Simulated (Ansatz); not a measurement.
Working through a rigid scan of one bond length of AlBH4SSi, SMILES [BH2][Al]1[SiH2][S]1

Computed with the Ansatz DFT code, driven from Python.

Run as a notebook:

In [1]:
```python
import ansatz
import numpy as np

geometry_ang = [
    ('B', (-1.0063, 1.9613, -0.4418)),
    ('Al', (-0.198, 0.1271, -0.4091)),
    ('Si', (0.8953, -1.6219, 0.649)),
    ('S', (0.4751, -1.8526, -1.3941)),
    ('H', (-1.5421, 2.4, -1.4685)),
    ('H', (-1.0573, 2.6936, 0.5166)),
    ('H', (2.3863, -1.3803, 0.9019)),
    ('H', (0.1392, -2.3844, 1.5902)),
]
mol = ansatz.Crystal.molecule()
for symbol, xyz in geometry_ang:
    mol = mol.atom(symbol, xyz)
```

In [2]:
```python
symbols = [site.symbol for site in mol.cartesian_sites]
start = np.array([site.position_ang for site in mol.cartesian_sites])
axis = (start[5] - start[0]) / np.linalg.norm(start[5] - start[0])
moving = [5]
lengths, energies = [1.062, 1.111, 1.159, 1.207, 1.256, 1.304, 1.352, 1.425], []
for length in lengths:
    xyz = start.copy()
    xyz[moving] += (length - np.linalg.norm(start[5] - start[0])) * axis
    point = ansatz.Crystal.molecule()
    for symbol, place in zip(symbols, xyz):
        point = point.atom(symbol, place.tolist())
    calculation = point.calculation().basis(gaussian='6-31G*').functional('r2scan0')
    report = calculation.run().report
    energies.append(report['free_energy_ev'])
    print(f'r = {length:6.3f} A  E = {energies[-1]:.5f} eV  <S^2> = {abs(report["mean_field"]["state"]["spin_squared"]):.3f}')
```
```text
r =  1.062 A  E = -26045.65367 eV  <S^2> = 0.000
r =  1.111 A  E = -26045.82359 eV  <S^2> = 0.000
r =  1.159 A  E = -26045.90272 eV  <S^2> = 0.000
r =  1.207 A  E = -26045.91373 eV  <S^2> = 0.000
r =  1.256 A  E = -26045.86984 eV  <S^2> = 0.000
r =  1.304 A  E = -26045.78476 eV  <S^2> = 0.000
r =  1.352 A  E = -26045.66749 eV  <S^2> = 0.000
r =  1.425 A  E = -26045.44406 eV  <S^2> = 0.000
```

In [3]:
```python
# quartic fit about the minimum
fit = np.polynomial.Polynomial.fit(lengths, np.array(energies) - min(energies), 4).convert()
roots = [r.real for r in fit.deriv().roots() if abs(r.imag) < 1e-9 and fit.deriv(2)(r.real) > 0]
r_e = min(roots, key=lambda r: abs(r - lengths[int(np.argmin(energies))]))
print(f'minimum of the fit at {r_e:.4f} A, force constant {fit.deriv(2)(r_e):.2f} eV/A^2')
```
```text
minimum of the fit at 1.1914 A, force constant 25.20 eV/A^2
```

What to keep in mind:
- Total energies depend on the basis set; only differences at equal settings carry meaning.
- The rest of the molecule is held rigid at a force-field or estimated start geometry, and the basis set is modest; single-reference methods fail as a bond breaks.
- The orbitals are restricted, so S² is zero by construction.
- It ran for 48 s on 1 thread of Arm Neoverse V1, on a shared host, peak memory 0.24 GiB.
